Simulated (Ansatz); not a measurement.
Below is the output of a Python script on Ansatz 0.2.0, Python API that makes a convergence test of the k-point mesh of TiB₂, space group P6/mmm. Write a script that gives it. Settings (first run): PBE, PAW, cutoff 550 eV, 3×3×2 k-points, Fermi-Dirac smearing of 0.1 eV. The script varies spacing (1/A): 1.0, 0.6, 0.4, 0.3.

`tib2.extxyz`
```text
3
Lattice="3.0292 0.0 0.0 -1.5146 2.62336415 0.0 0.0 0.0 3.2284" Properties=species:S:1:pos:R:3 pbc="T T T"
Ti    0.00000000    0.00000000    0.00000000
B    -0.00000000    1.74890944    1.61420000
B     1.51460000    0.87445472    1.61420000
```

Output of `python kconv_tib2.py`:
```text
spacing (1/A)   F/atom (eV)    iterations       P (GPa)      k-points
         1.0    -938.22483             6        -0.096             6
         0.6    -938.22795             6         0.350            12
         0.4    -938.22312             6         0.521            21
         0.3    -938.23574             6         0.211            40
1.0: +10.91 meV/atom
0.6: +7.79 meV/atom
0.4: +12.62 meV/atom
```

The script that was run (others could print the same):

The script, `kconv_tib2.py`:
```python
# -*- coding: utf-8 -*-
"""k-point test for TiB2."""

import ansatz as az


def main():
    xtal = az.Crystal.from_extxyz("tib2.extxyz")

    calc = xtal.calculation()
    calc = calc.functional("PBE")
    calc = calc.basis(550)
    calc = calc.occupations("fermi_dirac", width=0.1)
    calc = calc.scf(max_iterations=70)
    calc = calc.stress()

    rows = []
    for value in [1.0, 0.6, 0.4, 0.3]:
        report = calc.kpoints(spacing=value).run(threads=1).report
        rows.append((value, report["free_energy_ev"] / len(report["lattice"]["sites"]), report["n_iterations"], sum(report["stress_gpa"][i][i] for i in range(3)) / 3, report["n_kpoints"]))

    print("spacing (1/A)   F/atom (eV)    iterations       P (GPa)      k-points")
    for row in rows:
        print(f"{str(row[0]):>12s}  {row[1]:12.5f}  {row[2]:12d}  {row[3]:12.3f}  {row[4]:12d}")

    # differences from the last row
    for row in rows[:-1]:
        shift = 1000 * (row[1] - rows[-1][1])
        print(f"{row[0]}: {shift:+.2f} meV/atom" + ("  (within 5 meV)" if abs(shift) < 5 else ""))


if __name__ == "__main__":
    main()
```

What to keep in mind:
- The run is spin-unpolarised.
- Pressure is positive in compression.
- The starting cell is as deposited in a crystallographic database; the results hold for this polymorph, which needn't be the stable one.
- Shifts are counted from the finest mesh, which is itself no proven limit.
- Hardware and time: 3 s on 1 thread of Arm Neoverse V2, with other jobs on the host, peak memory 0.35 GiB.
